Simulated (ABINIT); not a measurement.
# AlIn (P6/mmm) in ABINIT: equation of state

Aim: energy against volume of AlIn in PBE, for its equilibrium volume and stiffness.

Everything below comes from runs of ABINIT 10.8.3 (patched build). Logs are shortened: lines on timing, memory, paths and dates and some standing lists are left out, and cuts for length are marked. The log counts tension as positive stress, the text compression.

### 1 The structure

Symmetry: P6/mmm, No. 191, hexagonal system. The conventional cell has a = 3.054 Å, b = 3.054 Å, c = 5.828 Å, α = 90.00°, β = 90.00°, γ = 120.00°. Al (site symmetry 6/mmm) has 2 In at 2.91 Å and 6 Al at 3.05 Å as nearest neighbours. In (site symmetry 6/mmm) has 2 Al at 2.91 Å and 6 In at 3.05 Å as nearest neighbours.

The cell was built by a generator and needn't be a form met in nature.

### 2 Equation of state, PBE

Contents of run.abi:

```
# Datasets: one volume each
ndtset 7
getwfk -1
scalecart1 3*0.9795861087
scalecart2 3*0.9864848297
scalecart3 3*0.9932883884
scalecart4 3*1.0000000000
scalecart5 3*1.0066227096
scalecart6 3*1.0131594038
scalecart7 3*1.0196128224

# Pseudopotentials
pp_dirpath "./"
pseudos "Al.GGA_PBE-JTH.xml, In.GGA_PBE-JTH.xml"

# Structure
acell 3.05413 3.054137552 5.82802 Angstrom
rprim
     1.0000000000     0.0000000000     0.0000000000
    -0.5000004008     0.8660251724     0.0000000000
     0.0000000000     0.0000000000     1.0000000000
ntypat 2
znucl 13 49
natom 2
typat 1 2
xred
     0.0000000000     0.0000000000     0.0000000000
     0.0000000000     0.0000000000     0.5000000000

# Plane-wave basis
ecut 22.0
pawecutdg 44.0
pawxcdev 0

# k points
kptopt 1
ngkpt 10 10 5
nshiftk 1
shiftk 0.0 0.0 0.0

# Exchange and correlation
ixc 11

# Bands and occupations
nband 12
occopt 3
tsmear 0.05 eV

# SCF cycle
nstep 100
tolvrs 1.0e-9

# Output
iomode 3
prtwf 1
prtden 0
prteig 0
prtebands 0
enunit 1
```

Potentials or basis: JTH PAW PBE v2.0.

The run is started by

```sh
$ abinit run.abi > log 2>&1
```

run.abo:

```text
.Version 10.8.3 of ABINIT
 DATASET    1 : space group P6/m m m (#191); Bravais hP (primitive hexag.)
================================================================================
 Values of the parameters that define the memory need for DATASET  1.
     intxc =       0    ionmov =       0      iscf =      17    lmnmax =      18
     lnmax =       6     mgfft =      48  mpssoang =       3    mqgrid =    3222
     natom =       2  nloc_mem =       2    nspden =       1   nspinor =       1
    nsppol =       1      nsym =      24    n1xccc =       1    ntypat =       2
    occopt =       3   xclevel =       2
       mpw =        1492          nfft =       27648          nkpt =          42
 PAW method is used; the additional fine FFT grid is defined by:
   mgfftf=        72    nfftf =     93312
================================================================================
================================================================================
[... 71 lines left out ...]
 DATASET    7 : space group P6/m m m (#191); Bravais hP (primitive hexag.)
================================================================================
 Values of the parameters that define the memory need for DATASET  7.
     intxc =       0    ionmov =       0      iscf =      17    lmnmax =      18
     lnmax =       6     mgfft =      48  mpssoang =       3    mqgrid =    3354
     natom =       2  nloc_mem =       2    nspden =       1   nspinor =       1
    nsppol =       1      nsym =      24    n1xccc =       1    ntypat =       2
    occopt =       3   xclevel =       2
       mpw =        1675          nfft =       34992          nkpt =          42
 PAW method is used; the additional fine FFT grid is defined by:
   mgfftf=        72    nfftf =     93312
================================================================================
================================================================================

--------------------------------------------------------------------------------
------------- Echo of variables that govern the present computation ------------
--------------------------------------------------------------------------------
 -outvars: echo values of preprocessed input variables --------
            acell1     5.6536580969E+00  5.6536580969E+00  1.0788536089E+01 Bohr
            acell2     5.6934739023E+00  5.6934739023E+00  1.0864514198E+01 Bohr
            acell3     5.7327404807E+00  5.7327404807E+00  1.0939444250E+01 Bohr
            acell4     5.7714763886E+00  5.7714763886E+00  1.1013361656E+01 Bohr
            acell5     5.8096992007E+00  5.8096992007E+00  1.1086299952E+01 Bohr
            acell6     5.8474255769E+00  5.8474255769E+00  1.1158290930E+01 Bohr
            acell7     5.8846713300E+00  5.8846713300E+00  1.1229364763E+01 Bohr
              amu      2.69815390E+01  1.14820000E+02
             ecut      2.20000000E+01 Hartree
           enunit           1
           getwfk          -1
              ixc          11
           jdtset        1    2    3    4    5    6    7
         kptrlatt       10    0    0      0   10    0      0    0    5
          kptrlen1     5.39426804E+01
          kptrlen2     5.43225710E+01
          kptrlen3     5.46972213E+01
          kptrlen4     5.50668083E+01
          kptrlen5     5.54314998E+01
          kptrlen6     5.57914546E+01
          kptrlen7     5.61468238E+01
            natom           2
            nband          12
           ndtset           7
            ngfft1         24      24      48
            ngfft2         27      27      48
            ngfft3         27      27      48
            ngfft4         27      27      48
            ngfft5         27      27      48
            ngfft6         27      27      48
            ngfft7         27      27      48
          ngfftdg          36      36      72
             nkpt          42
            nstep         100
             nsym          24
           ntypat           2
           occopt           3
        pawecutdg      4.40000000E+01 Hartree
         pawxcdev           0
           prtden           0
        prtebands           0
           prteig           0
            rprim      1.0000000000E+00  0.0000000000E+00  0.0000000000E+00
[... 15 lines left out ...]
           xangst5     0.0000000000E+00  0.0000000000E+00  0.0000000000E+00
                       0.0000000000E+00  0.0000000000E+00  2.9333086420E+00
           xangst6     0.0000000000E+00  0.0000000000E+00  0.0000000000E+00
                       0.0000000000E+00  0.0000000000E+00  2.9523566343E+00
           xangst7     0.0000000000E+00  0.0000000000E+00  0.0000000000E+00
                       0.0000000000E+00  0.0000000000E+00  2.9711619606E+00
            xcart1     0.0000000000E+00  0.0000000000E+00  0.0000000000E+00
                       0.0000000000E+00  0.0000000000E+00  5.3942680443E+00
            xcart2     0.0000000000E+00  0.0000000000E+00  0.0000000000E+00
                       0.0000000000E+00  0.0000000000E+00  5.4322570990E+00
            xcart3     0.0000000000E+00  0.0000000000E+00  0.0000000000E+00
                       0.0000000000E+00  0.0000000000E+00  5.4697221252E+00
            xcart4     0.0000000000E+00  0.0000000000E+00  0.0000000000E+00
                       0.0000000000E+00  0.0000000000E+00  5.5066808282E+00
            xcart5     0.0000000000E+00  0.0000000000E+00  0.0000000000E+00
                       0.0000000000E+00  0.0000000000E+00  5.5431499761E+00
            xcart6     0.0000000000E+00  0.0000000000E+00  0.0000000000E+00
                       0.0000000000E+00  0.0000000000E+00  5.5791454648E+00
            xcart7     0.0000000000E+00  0.0000000000E+00  0.0000000000E+00
                       0.0000000000E+00  0.0000000000E+00  5.6146823813E+00
             xred      0.0000000000E+00  0.0000000000E+00  0.0000000000E+00
                       0.0000000000E+00  0.0000000000E+00  5.0000000000E-01
            znucl       13.00000   49.00000

================================================================================

 chkinp: Checking input parameters for consistency, jdtset=   1.

 chkinp: Checking input parameters for consistency, jdtset=   2.
[... 52 lines left out ...]
- pspini: atom type   2  psp file is ./In.GGA_PBE-JTH.xml
 Pseudopotential format is: paw10
 basis_size (lnmax)=  6 (lmn_size= 18), orbitals=   0   0   1   1   2   2
 Spheres core radius: rc_sph= 2.50644782
 Shapefunction is BESSEL type: shapef(r,l)=aa(1,l)*jl(q(1,l)*r)+aa(2,l)*jl(q(2,l)*r)
 Radius for shape functions =  1.40569481
 Compensation charge density is not taken into account in XC energy/potential

   3.51922090E+02                                ecore*ucvol(ha*bohr**3)
--------------------------------------------------------------------------------

================================================================================

--- !BeginCycle
iteration_state: {dtset: 1, }
solver: {iscf: 17, nstep: 100, nline: 4, wfoptalg: 10, }
tolerances: {tolvrs: 1.00E-09, }
...
[... 1313 lines left out ...]
-Cartesian components of stress tensor (GPa)         [Pressure= -2.4242E+00 GPa]
- sigma(1 1)=  2.15494729E+00  sigma(3 2)=  0.00000000E+00
- sigma(2 2)=  2.15494729E+00  sigma(3 1)=  0.00000000E+00
- sigma(3 3)=  2.96275682E+00  sigma(2 1)=  0.00000000E+00

== END DATASET(S) ==============================================================
================================================================================

 -outvars: echo values of variables after computation  --------
            acell1     5.6536580969E+00  5.6536580969E+00  1.0788536089E+01 Bohr
            acell2     5.6934739023E+00  5.6934739023E+00  1.0864514198E+01 Bohr
            acell3     5.7327404807E+00  5.7327404807E+00  1.0939444250E+01 Bohr
            acell4     5.7714763886E+00  5.7714763886E+00  1.1013361656E+01 Bohr
            acell5     5.8096992007E+00  5.8096992007E+00  1.1086299952E+01 Bohr
            acell6     5.8474255769E+00  5.8474255769E+00  1.1158290930E+01 Bohr
            acell7     5.8846713300E+00  5.8846713300E+00  1.1229364763E+01 Bohr
           etotal1    -6.0123650008E+01
           etotal2    -6.0124218132E+01
           etotal3    -6.0124526521E+01
           etotal4    -6.0124604129E+01
           etotal5    -6.0124479800E+01
           etotal6    -6.0124184082E+01
           etotal7    -6.0123741407E+01
            fcart1    -0.0000000000E+00 -0.0000000000E+00 -0.0000000000E+00
                      -0.0000000000E+00 -0.0000000000E+00 -0.0000000000E+00
            fcart2    -0.0000000000E+00 -0.0000000000E+00 -0.0000000000E+00
                      -0.0000000000E+00 -0.0000000000E+00 -0.0000000000E+00
            fcart3    -0.0000000000E+00 -0.0000000000E+00 -0.0000000000E+00
                      -0.0000000000E+00 -0.0000000000E+00 -0.0000000000E+00
            fcart4    -0.0000000000E+00 -0.0000000000E+00 -0.0000000000E+00
                      -0.0000000000E+00 -0.0000000000E+00 -0.0000000000E+00
            fcart5    -0.0000000000E+00 -0.0000000000E+00 -0.0000000000E+00
                      -0.0000000000E+00 -0.0000000000E+00 -0.0000000000E+00
            fcart6    -0.0000000000E+00 -0.0000000000E+00 -0.0000000000E+00
                      -0.0000000000E+00 -0.0000000000E+00 -0.0000000000E+00
            fcart7    -0.0000000000E+00 -0.0000000000E+00 -0.0000000000E+00
                      -0.0000000000E+00 -0.0000000000E+00 -0.0000000000E+00
            rprim      1.0000000000E+00  0.0000000000E+00  0.0000000000E+00
                      -5.0000000000E-01  8.6602540378E-01  0.0000000000E+00
                       0.0000000000E+00  0.0000000000E+00  1.0000000000E+00
           strten1    -1.2248677576E-04 -1.2248677576E-04 -8.4613568911E-05
                       0.0000000000E+00  0.0000000000E+00  0.0000000000E+00
           strten2    -7.9072541133E-05 -7.9072541133E-05 -4.0486268271E-05
                       0.0000000000E+00  0.0000000000E+00  0.0000000000E+00
           strten3    -4.0640893633E-05 -4.0640893633E-05 -1.9750672897E-06
                       0.0000000000E+00  0.0000000000E+00  0.0000000000E+00
           strten4    -6.3566373195E-06 -6.3566373195E-06  3.1610429773E-05
                       0.0000000000E+00  0.0000000000E+00  0.0000000000E+00
           strten5     2.3847303138E-05  2.3847303138E-05  5.9364014236E-05
                       0.0000000000E+00  0.0000000000E+00  0.0000000000E+00
           strten6     4.9938639593E-05  4.9938639593E-05  8.0946742897E-05
                       0.0000000000E+00  0.0000000000E+00  0.0000000000E+00
           strten7     7.3245169766E-05  7.3245169766E-05  1.0070205760E-04
                       0.0000000000E+00  0.0000000000E+00  0.0000000000E+00
           xangst1     0.0000000000E+00  0.0000000000E+00  0.0000000000E+00
                       0.0000000000E+00  0.0000000000E+00  2.8545237166E+00
           xangst2     0.0000000000E+00  0.0000000000E+00  0.0000000000E+00
                       0.0000000000E+00  0.0000000000E+00  2.8746266586E+00
           xangst3     0.0000000000E+00  0.0000000000E+00  0.0000000000E+00
                       0.0000000000E+00  0.0000000000E+00  2.8944522967E+00
           xangst4     0.0000000000E+00  0.0000000000E+00  0.0000000000E+00
                       0.0000000000E+00  0.0000000000E+00  2.9140100000E+00
           xangst5     0.0000000000E+00  0.0000000000E+00  0.0000000000E+00
                       0.0000000000E+00  0.0000000000E+00  2.9333086420E+00
           xangst6     0.0000000000E+00  0.0000000000E+00  0.0000000000E+00
                       0.0000000000E+00  0.0000000000E+00  2.9523566343E+00
           xangst7     0.0000000000E+00  0.0000000000E+00  0.0000000000E+00
                       0.0000000000E+00  0.0000000000E+00  2.9711619606E+00
             xred      0.0000000000E+00  0.0000000000E+00  0.0000000000E+00
                       0.0000000000E+00  0.0000000000E+00  5.0000000000E-01
 Calculation completed.
```

It took 1.8 min on 1 thread of Intel Xeon Platinum 8488C (Sapphire Rapids), shared host; peak memory 0.16 GiB.

Results:

* Equilibrium volume: 23.47 Å³/atom
* Bulk modulus at fixed shape and positions: 47 GPa
* Pressure derivative of the bulk modulus: 6.1 (rough: it moves with the points fitted)

Energy against volume, from the lowest point:
| volume (Å³/atom) | energy (meV/atom) |
| --- | --- |
| 22.127 | 12.98 |
| 22.598 | 5.25 |
| 23.069 | 1.06 |
| 23.540 | 0.00 |
| 24.010 | 1.69 |
| 24.481 | 5.72 |
| 24.952 | 11.74 |

Caveat: pressures at fixed basis lie under the slope of the energies; the cell was scaled at fixed shape and fractional positions, which overstates the stiffness of a crystal with free parameters, most of all of layers and chains.
